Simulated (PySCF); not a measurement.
# AgI4 ([AgI4]-): the cost of one run

Programs: PySCF 2.14.0, with routines of our own; each step states its level. All values are computed. Atoms count from 0.

### 1 The system as given

5 atoms, charge -1, states of the metal's open shell are computed; geometry from: model start, shaken.

### 2 Optimising the geometry at PBE0-D3(BJ)/def2-SVP

The job: settings as JSON, then the geometry in Å.

```
{"job": {"xc": "PBE0", "basis": "def2-SVP", "d3": "d3bj", "grid": 1, "maxiter": 45, "kind": "geom"}, "charge": -1, "metal": "Ag", "open_shell": "d8"}
Ag     0.000020     0.004480    -0.004110
I      2.676640    -0.006820    -0.014870
I     -2.689100     0.020100    -0.007380
I     -0.009310     2.697350     0.005350
I      0.001580    -2.703960    -0.000440
```

Command:

```console
OMP_NUM_THREADS=1 python lf_run.py task.json out
```

This one command runs all jobs of the session in turn.

Q: Estimate the wall time and peak memory of this first job on 1 thread of Arm Neoverse V2, shared host.

About 57 s, with a peak of 0.65 GiB.
